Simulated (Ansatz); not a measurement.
Consider a scan of the energy under strain of YZr, space group P-6m2 (the Ansatz DFT code, driven from Python).

`yzr_strain.py`
```python
"""Energy of YZr under uniaxial strain, ions carried with the cell."""

import ansatz as az
import matplotlib.pyplot as plt
import numpy as np

VECTORS = np.array([
    [3.423583, 0.0, 0.0],
    [-1.711792, 2.96491, 0.0],
    [0.0, 0.0, 5.402587],
])
SITES = [
    ("Y", [2 / 3, 1 / 3, 0.5]),
    ("Zr", [1 / 3, 2 / 3, 0.0]),
]


def build(cell):
    crystal = az.Crystal(lattice=az.Lattice.of(cell))
    for symbol, position in SITES:
        crystal = crystal.atom(symbol, position)
    return crystal

# clamped ions: the fractional positions stay as typed
values = np.linspace(-0.05, 0.05, 5)
energies = []
for d in values:
    strain = np.diag([0, 0, d])
    cell = VECTORS @ (np.eye(3) + strain)
    calculation = (
        build(cell).calculation()
        .functional("lda")
        .pseudopotentials("paw")
        .basis(470)
        .occupations("fermi_dirac", width=0.1)
        .kpoints(12, 12, 7)
    )
    rep = calculation.run(threads=1, pin="off").report
    energies.append(rep["free_energy_ev"] / len(SITES))
    print(f"d = {d:+.4f}  F = {energies[-1]:.5f} eV/atom")
energies = np.array(energies)

for value, e in zip(values, energies):
    print(f"strain {value:7.3f}   E - Emin = {1000 * (e - energies.min()):9.3f} meV/atom")
plt.figure(figsize=(4.5, 3))
plt.plot(values, 1000 * (energies - energies.min()), "o-")
plt.xlabel("strain")
plt.ylabel("meV/atom")
plt.tight_layout()
plt.savefig("strain.png", dpi=100)
curvature = 2 * np.polyfit(values, energies, 3)[1]
volume = abs(np.linalg.det(VECTORS)) / len(SITES)
print(f"d2E/dd2 over the volume: {curvature / volume * 160.21766:.1f} GPa")
```

How much energy does this uniaxial strain cost, and what curvature follows?

Against the unstrained cell the energy per atom changes by -20.23 meV at one end of the scan and +64.28 meV at the other, and its second derivative over the volume is 102.9 GPa. The lowest row is an end of the scan, as the cell stands under stress.

What the script printed:

Running `python yzr_strain.py` prints:
```text
d = -0.0500  F = -3911.40376 eV/atom
d = -0.0250  F = -3911.39994 eV/atom
d = +0.0000  F = -3911.38353 eV/atom
d = +0.0250  F = -3911.35609 eV/atom
d = +0.0500  F = -3911.31925 eV/atom
strain  -0.050   E - Emin =     0.000 meV/atom
strain  -0.025   E - Emin =     3.821 meV/atom
strain   0.000   E - Emin =    20.229 meV/atom
strain   0.025   E - Emin =    47.665 meV/atom
strain   0.050   E - Emin =    84.507 meV/atom
d2E/dd2 over the volume: 102.9 GPa
```

Reading the output:
- Total energies depend on the potentials; only differences at equal settings carry meaning.
- The curvature belongs to this strain pattern and to the cell's stress; it equals a single elastic constant only for simple patterns.
- In a metal a curvature from energy changes of a few meV or less hangs on mesh and smearing, in size and even in sign.
- This cell is a computed structure, which may not be the phase found in nature.
- The ions keep their fractional positions (clamped ions).
- The whole script took 32 s on 1 thread of Arm Neoverse V1, on a shared host, peak memory 0.49 GiB.
